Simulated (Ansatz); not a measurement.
# SiBr5: the cost of one run

Computed with Ansatz 0.2.0 (DFT PBE, scalar-relativistic, plane waves, PAW, unless a step's input says otherwise).

### 1 The system as given

The structure is hexagonal, space group P6/mmm (No. 191). The conventional cell has a = 4.613 Å, b = 4.613 Å, c = 11.227 Å, α = 90.00°, β = 90.00°, γ = 120.00°. Around Si (site symmetry 6/mmm) lie 6 Br at 2.66 Å. Br (site symmetry mmm) is surrounded by 4 Br at 2.31 Å. Br (site symmetry -6m2) is surrounded by 3 Br at 2.66 Å and 3 Si at 2.66 Å.

As a file:

```
Si Br
1.0
     4.61324    0.00000    0.00000
    -2.30662    3.99518    0.00000
     0.00000    0.00000   11.22695
Si Br
1 5
Direct
  0.00000 0.00000 0.50000
  0.50000 0.00000 0.00000
  0.00000 0.50000 0.00000
  0.50000 0.50000 0.00000
  0.33333 0.66667 0.50000
  0.66667 0.33333 0.50000
```

A structure generator made this guess: random cell by space group and Wyckoff sites (P6/mmm, No. 191). Lengths come from tabulated atomic sizes and are only a guess.

### 2 A first look at the guess

input.yaml

```yaml
crystal:
  lattice:
    - [4.61324147, 0.0, 0.0]
    - [-2.30662074, 3.99518431, 0.0]
    - [0.0, 0.0, 11.22695434]
  atoms:
    - { symbol: Si, position: [0.0, 0.0, 0.5] }
    - { symbol: Br, position: [0.5, 0.0, 0.0] }
    - { symbol: Br, position: [0.0, 0.5, 0.0] }
    - { symbol: Br, position: [0.5, 0.5, 0.0] }
    - { symbol: Br, position: [0.33333333, 0.66666667, 0.5] }
    - { symbol: Br, position: [0.66666667, 0.33333333, 0.5] }
basis:
  ecutwfc: 420
kpoints:
  mp_grid: { grid: [6, 6, 2] }
hamiltonian:
  xc: pbe
scf:
  occupations: { method: gaussian, width: 0.1 }
  lower_state_search: "off"
output:
  forces: true
  stress: true
  eigenvalues: true
```

Launch:

```console
$ ansatz run input.yaml --threads 1 --pin off --max-ram 2560MiB --backend cpu --events-out ev --progress --plain --runs-dir out
```

**Question.** How long does this run take on 1 thread of Intel Xeon at 2.50GHz (Skylake/Cascade Lake), shared host, and how much memory does it need?

About 10 s, with a peak of 0.44 GiB.
